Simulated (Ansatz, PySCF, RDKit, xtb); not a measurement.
**C3H9FO2Si: which of the isomers drawn lies lowest?**

A sample of isomers of C3H9FO2Si is drawn. Aim: find which of them has the lowest free energy at 298.15 K, then its properties. The sample is small against all isomers, and the most stable one of this formula need not be in it.

The funnel: GFN2-xTB relaxations, single points with a density functional, relaxations at r2SCAN-D4/def2-SVP, harmonic vibrations (at GFN2-xTB), and a last energy at a higher level. All values are calculated.

## (1) Drawing up candidates

Isomers were taken from a list of plausible structures; this is a sample, not all of them. That gives 5 candidates.

```
label               SMILES     spin
 c007   OC[C@H](F)CO[SiH3]  singlet
 c454   C[C@H](CF)O[SiH2]O  singlet
 c584   C[C@H](F)OC[SiH2]O  singlet
 c817  C[C@H](CF)[SiH](O)O  singlet
 c856   CO[C@H](C)O[SiH2]F  singlet
```

Candidates are built by distance geometry, with a force field where one applies, in up to four conformers (letters a to d).

**Question.** With final energies at CCSD(T)/def2-SVP + MP2/def2-TZVPP - MP2/def2-SVP, which structure will this search put lowest in free energy, and by what margin?

| quantity | value |
| --- | --- |
| lowest structure found | C[C@H](CF)[SiH](O)O, singlet |
| next finalist | CO[C@H](C)O[SiH2]F, singlet, 8.1 kcal/mol higher in G |
| share at equilibrium, among the finalists | 100.0 % |
| dipole moment (PBE0/def2-SVPD) | 1.66 D |
| HOMO energy (PBE0/def2-SVPD) | -8.10 eV |
| LUMO energy (PBE0/def2-SVPD) | 0.30 eV |
| HOMO–LUMO gap (PBE0/def2-SVPD) | 8.40 eV |
| lowest excitation (TD-PBE0/def2-SVPD) | 7.27 eV (f = 0.002) |
| strongest of the states computed, same level | 8.70 eV (f = 0.041) |
| lowest triplet excitation, same level, Tamm-Dancoff | 7.05 eV |
| vertical ionisation energy | 10.04 eV |
| vertical electron affinity | -1.38 eV (unbound: the value depends on the basis) |
| vertical triplet less singlet | +7.16 eV |

The lowest structure found is `C[C@H](CF)[SiH](O)O`. The margin of 8.1 kcal/mol over the next finalist is beyond the usual error of the last level; it says nothing of structures that weren't ranked. r2SCAN-D4/def2-SVP, r2SCAN-D4/def2-SVP, relaxed, HF/def2-SVP and MP2/def2-SVP already put its bonding pattern lowest among the structures in one piece; GFN2-xTB and HF/STO-3G favour the singlet CO[C@H](C)O[SiH2]F. 6 minima inside the window were never screened. The search is not exhaustive (a finite list of starts, one conformer a finalist), so a lower isomer can't be ruled out. Only 5 drawn patterns were tried, so whole families of isomers are missing, and the result ranks this sample alone.
